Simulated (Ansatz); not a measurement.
# CH₅ClOSi: how energies converge with the basis set

An exercise on one series of results from a longer session: the logs are not shown, and one member is left open.

Program: Ansatz 0.2.0, Gaussian basis. Level of theory: one geometry, several basis sets. These are calculated values, not measurements.

The runs, in order: PBE0-D4/def2-SVP; ωB97M-V/def2-SVP; PBE0-D4/def2-QZVPP; ωB97M-V/def2-QZVPP; the functionals' def2-TZVPP values are taken from earlier runs.

## The relaxed structure

All runs share one geometry, relaxed beforehand with PBE0-D4 in a triple-zeta def2 set.

SMILES `OC([SiH3])Cl`, 9 atoms, charge 0, spin multiplicity 1.

Atoms are counted from 1 here; the program's logs count them from 0.

Bond lengths: O1–C2 1.378 Å, O1–H5 0.963 Å, C2–Si3 1.902 Å, C2–Cl4 1.826 Å, C2–H6 1.094 Å, Si3–H7 1.481 Å, Si3–H8 1.483 Å, Si3–H9 1.486 Å. Angles: C2–O1–H5 109.7°, O1–C2–Si3 109.8°, O1–C2–Cl4 111.8°, O1–C2–H6 112.6°, Si3–C2–Cl4 106.8°, Si3–C2–H6 112.4°, Cl4–C2–H6 103.1°, C2–Si3–H7 108.6°, C2–Si3–H8 107.9°, C2–Si3–H9 108.9°, H7–Si3–H8 111.1°, H7–Si3–H9 110.5°, H8–Si3–H9 109.8°.

The first run:

Contents of in.yaml:

```yaml
crystal:
  periodic: [false, false, false]
  atoms:
    - {symbol: O, position_ang: [0.338512, 1.554730, -0.428564]}
    - {symbol: C, position_ang: [-0.474762, 0.481059, -0.135483]}
    - {symbol: Si, position_ang: [0.581901, -0.989971, 0.443696]}
    - {symbol: Cl, position_ang: [-1.404950, -0.083429, -1.601611]}
    - {symbol: H, position_ang: [-0.202273, 2.319660, -0.653474]}
    - {symbol: H, position_ang: [-1.264591, 0.733290, 0.578483]}
    - {symbol: H, position_ang: [1.509723, -1.363903, -0.648264]}
    - {symbol: H, position_ang: [-0.335005, -2.108351, 0.770447]}
    - {symbol: H, position_ang: [1.339946, -0.589487, 1.657569]}
basis:
  gaussian: {orbitals: def2-SVP}
hamiltonian: {xc: pbe0, dispersion: d4}
output: {orbitals: {seedname: orbitals}}
```

The run is started by

```console
$ ansatz run in.yaml --threads 2 --pin off --events-out ev --progress --plain --max-ram 4352MiB
```

Steps of the session up to this table: PBE0-D4 in def2-SVP; ωB97M-V in def2-SVP; PBE0-D4 in def2-QZVPP; ωB97M-V in def2-QZVPP.

One table of the session follows, with a row left open; its other results are not shown here.

It belongs to the step «Functionals by basis». 

```
functional       basis  HOMO (eV)  LUMO (eV)
   PBE0-D4    def2-SVP      -7.95       0.53
   PBE0-D4  def2-TZVPP      -8.13       0.05
   PBE0-D4  def2-QZVPP      -8.17      -0.16
   ωB97M-V    def2-SVP     -10.19       2.47
   ωB97M-V  def2-TZVPP          ?          ?
   ωB97M-V  def2-QZVPP     -10.45       1.31
```

Estimate the missing values for ωB97M-V, def2-TZVPP.

As computed: HOMO (eV): -10.40; LUMO (eV): 1.76. In the column «HOMO (eV)» it lies between ωB97M-V, def2-QZVPP (-10.45) and ωB97M-V, def2-SVP (-10.19).
